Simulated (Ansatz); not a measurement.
From input file to script: Rb₂ScCuCl₆, space group Fm-3m in Ansatz 0.2.0.

```yaml
crystal:
  lattice:
    - [0.0, 5.081525, 5.081525]
    - [5.081525, 0.0, 5.081525]
    - [5.081525, 5.081525, 0.0]
  atoms:
    - { symbol: Rb, position: [0.75, 0.75, 0.75] }
    - { symbol: Rb, position: [0.25, 0.25, 0.25] }
    - { symbol: Sc, position: [0.0, 0.0, 0.0] }
    - { symbol: Cu, position: [0.5, 0.5, 0.5] }
    - { symbol: Cl, position: [0.752627, 0.247373, 0.247373] }
    - { symbol: Cl, position: [0.247373, 0.247373, 0.752627] }
    - { symbol: Cl, position: [0.247373, 0.752627, 0.752627] }
    - { symbol: Cl, position: [0.247373, 0.752627, 0.247373] }
    - { symbol: Cl, position: [0.752627, 0.247373, 0.752627] }
    - { symbol: Cl, position: [0.752627, 0.752627, 0.247373] }
kpoints:
  mp_grid: { kspacing: 0.4 }
hamiltonian:
  xc: pbesol
scf:
  occupations: { method: fixed }
output:
  forces: true
  stress: true
```

The program run on that file:
```console
$ ansatz run input.yaml --threads 1 --pin off --max-ram 3072MiB --backend cpu --events-out ev --progress --plain --runs-dir out
Engine: ansatz 0.2.0, aarch64-unknown-linux-gnu
Pseudopotentials: kind: paw
Pseudopotential: Rb, paw, valence charge 9, recommended cutoff 420 eV (normal), Rb.paw.azcp
Pseudopotential: Sc, paw, valence charge 11, recommended cutoff 420 eV (normal), Sc.paw.azcp
Pseudopotential: Cu, paw, valence charge 19, recommended cutoff 420 eV (normal), Cu.paw.azcp
Pseudopotential: Cl, paw, valence charge 7, recommended cutoff 420 eV (normal), Cl.paw.azcp
Functional definition: PBEsol
  exchange = pbesol_x
  correlation = pbesol_c
Crystal: 10 atoms, lattice volume = 262.429 Å³
Basis set: ecut = 420 eV, 5065 PW (Γ), exchange–correlation on 100×100×100 points (8 copies of the dense FFT grid, shifted against one another)
Bands: 55, of which v1, the nominal top of the filled ones, is band 45 counted from 1 (44 counted from 0)
Symmetry: 48 space group operations
Space group: Fm-3m (ITA 225), of the structure as read, at distance tolerance 6.4e-5 Å
k-points: 4 of 27
Non-local potential: Rb, projectors of the file, l = 0: 3, l = 1: 2, l = 2: 2
Non-local potential: Sc, projectors of the file, l = 0: 3, l = 1: 2, l = 2: 3, l = 3: 1
Non-local potential: Cu, projectors of the file, l = 0: 3, l = 1: 2, l = 2: 3, l = 3: 1
Non-local potential: Cl, projectors of the file, l = 0: 2, l = 1: 2, l = 2: 2
PAW form: soft (Blöchl's): semilocal exchange-correlation on the pseudo side does not see the compensation charge
PAW frozen core: Rb, regenerated for the run's functional, and the local potential with it (the file was generated under x = pbe(κ = 0.804, μ = 0.2195149727645171), c = pbe(β = 0.06672455060314922))
PAW frozen core: Sc, regenerated for the run's functional, and the local potential with it (the file was generated under x = pbe(κ = 0.804, μ = 0.2195149727645171), c = pbe(β = 0.06672455060314922))
PAW frozen core: Cu, regenerated for the run's functional, and the local potential with it (the file was generated under x = pbe(κ = 0.804, μ = 0.2195149727645171), c = pbe(β = 0.06672455060314922))
PAW frozen core: Cl, regenerated for the run's functional, and the local potential with it (the file was generated under x = pbe(κ = 0.804, μ = 0.2195149727645171), c = pbe(β = 0.06672455060314922))
PAW one-centre angular grid: Rb, 110 points (default); XC on 64 Gauss nodes
PAW one-centre angular grid: Sc, 590 points (default); XC on 64 Gauss nodes
PAW one-centre angular grid: Cu, 590 points (default); XC on 64 Gauss nodes
PAW one-centre angular grid: Cl, 110 points (default); XC on 64 Gauss nodes
Initial density: superposition of atomic densities (neutral atoms: chi_scale 0, normalization atom), corrected by the library's trained network
Initial wavefunctions: pseudopotential atomic-orbital guess
Functional: x = pbesol(κ = 0.804, μ = 0.12345679012345678), c = pbesol(β = 0.046)
SCF iter   1: F=—  HF=-21516.203084 eV  |F-HF|=—  |Δ(HF+E_count)|=         —  Δρ=5.30e-3  dr2=8.42e-2  ethr=1.77e-3  ⟨swp⟩=5.0  Hψ=714  notcnv=0  defer=25
preconditioner: auto → Resta (q_TF=auto, 2.283 Å⁻¹)  ε∞=4.7  [insulator: Δε(μ)=1.903 eV  Ē_g=9.987 eV  n_scr=58 (ndim 8)  ℏωp=19.2 eV  f_vac=0.041  ε∞_Penn≈4.7]
SCF iter   2: F=—  HF=-21516.185396 eV  |F-HF|=—  |Δ(HF+E_count)|=   1.77e-2  Δρ=2.87e-3  dr2=2.68e-2  ethr=9.36e-5  ⟨swp⟩=2.5  Hψ=398  notcnv=0  defer=30
SCF iter   3: F=—  HF=-21516.182424 eV  |F-HF|=—  |Δ(HF+E_count)|=   2.97e-3  Δρ=3.03e-3  dr2=1.44e-2  ethr=2.97e-5  ⟨swp⟩=2.8  Hψ=396  notcnv=0  defer=21
automatic band count: iteration 3 solves 53 bands in place of 55: the levels show a gap, and the empty bands left out lie too high to hold charge; the band table lists the bands solved (type scf.n_extra_bands for more)
SCF iter   4: F=—  HF=-21516.179417 eV  |F-HF|=—  |Δ(HF+E_count)|=   3.01e-3  Δρ=4.92e-4  dr2=5.30e-4  ethr=1.60e-5  ⟨swp⟩=2.0  Hψ=435  notcnv=0  defer=22
SCF iter   5: F=—  HF=-21516.179542 eV  |F-HF|=—  |Δ(HF+E_count)|=   1.25e-4  Δρ=2.47e-4  dr2=1.06e-4  ethr=5.89e-7  ⟨swp⟩=2.0  Hψ=290  notcnv=0  defer=20
SCF iter   6: F=—  HF=-21516.179374 eV  |F-HF|=—  |Δ(HF+E_count)|=   1.68e-4  Δρ=4.22e-5  dr2=2.79e-6  ethr=1.18e-7  ⟨swp⟩=2.0  Hψ=281  notcnv=0  defer=13
SCF iter   7: F=—  HF=-21516.179380 eV  |F-HF|=—  |Δ(HF+E_count)|=   5.98e-6  Δρ=1.27e-5  dr2=3.61e-7  ethr=3.10e-9  ⟨swp⟩=2.0  Hψ=339  notcnv=0  defer=13
SCF iter   8: F=-21516.179380 eV  HF=-21516.179380 eV  |F-HF|=2.22e-9  |Δ(HF+E_count)|=   1.01e-7  Δρ=2.09e-6  dr2=1.28e-8  ethr=2.92e-10  ⟨swp⟩=4.0  Hψ=678  notcnv=0
SCF 1 converged in 8 iterations: F = -21516.179380 eV  dr2 = 1.28e-8
  greatest PAW one-centre occupation: 1.000 electrons in one spin orbital (limit 2), on the Cu atom at site 3 (counted from 0), in its partial waves of l = 0
SCF converged after 8 iterations
Free energy (F): -21516.179380 eV
Harris-Foulkes:  -21516.179380 eV  (|F-HF|=2.22e-9)
Internal energy: -21516.179380 eV  (E = F + TS)
E sigma→0 (E₀):  -21516.179380 eV
Fermi energy:    4.673610 eV
--- Per-component energies (eV) ---
  E_band       = -1004.588452
  E_kinetic    = 1909.918501
  E_local      = -10298.437155  (includes V_loc(G=0)·N_el)
  E_nonlocal   = 1016.894648
  E_hartree    = 4133.669569
  E_xc         = -1083.772719
  E_vxc        = -1240.825283  (∫ρ·V_xc dr)
  E_paw        = -11565.841346  (= ΣΔE_a)
  E_vpaw       = -659.489380  (= ΣTr[D̂ρ^β])
  E_aug_tail   = 0.000825  (compensation charges beyond the density's cutoff)
  E_ewald      = -5629.664864
  E_core_change = 1.053161  (= ΣΔE_core)
  E_smearing   = -0.000000  (= −TS)
  E_closure    = -0.000000  (closes the sum)
  Σ components = -21516.179380   (vs F -21516.179380, Δ=0.00e0)
--- Forces (eV/Å), atoms counted from 1 ---
  atom   1  Rb     0.00000000    -0.00000000     0.00000000
  atom   2  Rb     0.00000000    -0.00000000     0.00000000
  atom   3  Sc    -0.00000000     0.00000000     0.00000000
  atom   4  Cu     0.00000000    -0.00000000     0.00000000
  atom   5  Cl    -0.00371914    -0.00000000     0.00000000
  atom   6  Cl     0.00000000     0.00000000    -0.00371914
  atom   7  Cl     0.00371914     0.00000000     0.00000000
  atom   8  Cl     0.00000000    -0.00371914     0.00000000
  atom   9  Cl    -0.00000000     0.00371914    -0.00000000
  atom  10  Cl     0.00000000     0.00000000     0.00371914
  max |Σ_I F_I| component: 8.53e-18 eV/Å
--- Stress (GPa, compression-positive) ---
       -2.278446       0.000000      -0.000000
       -0.000000      -2.278446       0.000000
       -0.000000       0.000000      -2.278446
  P = ⅓ Tr σ = -2.2784 GPa (-22.784 kbar)
```

Script `run_deck.py`:
```python
"""Rb2ScCuCl6 from an input typed as a mapping."""

import warnings

import ansatz as az
import numpy as np


def main() -> None:
    warnings.simplefilter("ignore", az.DeckWarning)

    settings = {
        "crystal": {
            "lattice": [
                [0.0, 5.081525, 5.081525],
                [5.081525, 0.0, 5.081525],
                [5.081525, 5.081525, 0.0],
            ],
            "atoms": [
                {"symbol": "Rb", "position": [0.75, 0.75, 0.75]},
                {"symbol": "Rb", "position": [0.25, 0.25, 0.25]},
                {"symbol": "Sc", "position": [0.0, 0.0, 0.0]},
                {"symbol": "Cu", "position": [0.5, 0.5, 0.5]},
                {"symbol": "Cl", "position": [0.752627, 0.247373, 0.247373]},
                {"symbol": "Cl", "position": [0.247373, 0.247373, 0.752627]},
                {"symbol": "Cl", "position": [0.247373, 0.752627, 0.752627]},
                {"symbol": "Cl", "position": [0.247373, 0.752627, 0.247373]},
                {"symbol": "Cl", "position": [0.752627, 0.247373, 0.752627]},
                {"symbol": "Cl", "position": [0.752627, 0.752627, 0.247373]},
            ],
        },
        "kpoints": {"mp_grid": {"kspacing": 0.4}},
        "hamiltonian": {"xc": "pbesol"},
        "scf": {"occupations": {"method": "fixed"}},
        "output": {"forces": True, "stress": True},
    }

    result = az.Session.from_dict(settings).plan(threads=1).execute()
    data = result.report

    n_atoms = len(data["lattice"]["sites"])
    print("F =", round(data["free_energy_ev"], 4), "eV for", n_atoms, "atoms")
    print("E(sigma -> 0) =", round(data["energy_sigma0_ev"], 4), "eV, TS =", round(data["entropy_ts_ev"], 5), "eV")
    print("closed by", data["closed_by"], "after", data["n_iterations"], "iterations")

    # forces, one row an atom
    print("forces (eV/A)")
    for site, force in zip(result.lattice.sites, data["forces_ev_ang"]):
        print(f"  {site.symbol:2s} {force[0]:9.4f} {force[1]:9.4f} {force[2]:9.4f}")

    # the stress is positive in compression
    print("pressure by term (GPa)")
    for term, tensor in data["stress_terms_gpa"].items():
        if np.any(tensor):
            print(f"  {term:28s} {np.trace(np.array(tensor)) / 3:12.3f}")
    print(f"  {'total':28s} {np.trace(np.array(data['stress_gpa'])) / 3:12.3f}")

    print("doubts on the final state:", data["published_state_doubts"] or "none")
    print("warnings:", sorted({n["data"]["kind"] for n in result.notices if n["data"].get("severity") in ("warning", "doubt")}) or "none")

    terms = data["components"]
    print({name: round(terms[name], 3) for name in ("e_kinetic", "e_hartree", "e_xc", "e_local", "e_nonlocal")})


if __name__ == "__main__":
    main()
```

```console
$ python run_deck.py
F = -21516.1794 eV for 10 atoms
E(sigma -> 0) = -21516.1794 eV, TS = 0.0 eV
closed by deck_thresholds after 8 iterations
forces (eV/A)
  Rb    0.0000    0.0000    0.0000
  Rb    0.0000   -0.0000   -0.0000
  Sc   -0.0000    0.0000   -0.0000
  Cu    0.0000   -0.0000    0.0000
  Cl   -0.0037    0.0000    0.0000
  Cl   -0.0000    0.0000   -0.0037
  Cl    0.0037   -0.0000   -0.0000
  Cl   -0.0000   -0.0037    0.0000
  Cl   -0.0000    0.0037    0.0000
  Cl    0.0000    0.0000    0.0037
pressure by term (GPa)
  kinetic                           777.359
  hartree                           841.226
  ewald                           -1145.670
  local_pseudopotential            -531.122
  nonlocal_pseudopotential          197.137
  augmentation                       56.136
  nlcc                              -98.582
  xc                                -98.773
  augmentation_tail                  -0.002
  scf_correction                      0.000
  pulay_correction                    0.010
  total                              -2.278
doubts on the final state: none
warnings: none
{'e_kinetic': 1909.919, 'e_hartree': 4133.669, 'e_xc': -1083.773, 'e_local': -10298.437, 'e_nonlocal': 1016.895}
```

Notes:
- Total energies depend on the potentials; only differences at equal settings carry meaning. A total without «per atom» is that of the cell as typed.
- The run is spin-unpolarised.
- The energy terms are those on the plane-wave grid, with the one-centre PAW part apart; the terms shown are only some of the summands, so they needn't add up to F.
- Pressure is positive in compression.
- Without a Hubbard U or exact exchange, semilocal functionals often make such 3d compounds metallic or too weakly gapped.
- The structure comes from a database of computed cells and needn't be a stable or known phase.
- Finished in 4 s on 1 thread of Arm Neoverse V2, on a shared host, peak memory 0.58 GiB.

(Lines on the test bed's own set-up are left out of the output.)
